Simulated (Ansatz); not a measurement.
PbSe, space group Fm-3m, an all-electron equation of state

Program: Ansatz 0.2.0, Python API.

At the Python prompt:
```pycon
>>> import warnings
>>> import ansatz as az
>>> from ase.eos import EquationOfState
>>> from ase.units import GPa
>>> import numpy as np
>>> vectors0 = np.array([
...     [0.0, 3.06065, 3.06065],
...     [3.06065, 0.0, 3.06065],
...     [3.06065, 3.06065, 0.0],
... ])
>>> sites = [
...     ("Pb", [0.0, 0.0, 0.0]),
...     ("Se", [0.5, 0.5, 0.5]),
... ]
>>> def crystal_on(cell):
...     crystal = az.Crystal(lattice=az.Lattice.of(cell))
...     for symbol, position in sites:
...         crystal = crystal.atom(symbol, position)
...     return crystal
...
>>> warnings.simplefilter("ignore", az.DeckWarning)
>>> volumes, energies = [], []
>>> for scale in np.linspace(0.94, 1.06, 7):
...     cell = vectors0 * scale ** (1 / 3)
...     setup = crystal_on(cell).calculation()
...     setup = setup.functional("LDA")
...     setup = setup.occupations("Fixed")
...     setup = setup.kpoints(5, 5, 5)
...     setup = setup.pseudopotentials("all_electron", lapw=True)
...     report = setup.run(threads=1).report
...     volumes.append(abs(np.linalg.det(cell)) / len(sites))
...     energies.append(report["free_energy_ev"] / len(sites))
...     print(f"{scale:.3f} {volumes[-1]:9.4f} A^3/atom {energies[-1]:16.5f} eV/atom  (estimated basis error {1000 * report['lapw_basis_errors']['total_ev_per_atom']:.2f} meV/atom)")
...
0.940   26.9506 A^3/atom    -316901.89129 eV/atom  (estimated basis error 0.08 meV/atom)
0.960   27.5240 A^3/atom    -316901.89298 eV/atom  (estimated basis error 0.08 meV/atom)
0.980   28.0975 A^3/atom    -316901.89038 eV/atom  (estimated basis error 0.08 meV/atom)
1.000   28.6709 A^3/atom    -316901.88396 eV/atom  (estimated basis error 0.08 meV/atom)
1.020   29.2443 A^3/atom    -316901.87411 eV/atom  (estimated basis error 0.08 meV/atom)
1.040   29.8177 A^3/atom    -316901.86120 eV/atom  (estimated basis error 0.08 meV/atom)
1.060   30.3911 A^3/atom    -316901.84557 eV/atom  (estimated basis error 0.08 meV/atom)
>>> v0, e0, bulk = EquationOfState(volumes, energies, eos="birchmurnaghan").fit()
>>> print(f"V0 = {v0:.4f} A^3/atom, B0 = {bulk / GPa:.1f} GPa")
V0 = 27.4439 A^3/atom, B0 = 57.2 GPa
```

A third-order Birch-Murnaghan fit through the 7 points has its minimum at 27.45 Å³ an atom, 4.2 % below the typed cell, with a bulk modulus of 58 GPa and dB/dP = 4.4. From that minimum the energy rises by 1.7 meV an atom on the compressed side and 47.4 meV on the expanded side. The window is off centre, so dB/dP is rough.

Notes:
- All-electron totals depend on functional, relativistic treatment and basis; only differences at equal settings carry meaning.
- Spin-orbit coupling, which matters for elements this heavy, is left out.
- The structure is a deposited one; some such entries were measured under pressure or heat, so a shift against it needn't be the functional's error alone.
- Timing: 31 s on 1 thread of Arm Neoverse V1 (shared host), peak memory 0.36 GiB.

(Lines on the test bed's own set-up are left out of the output.)
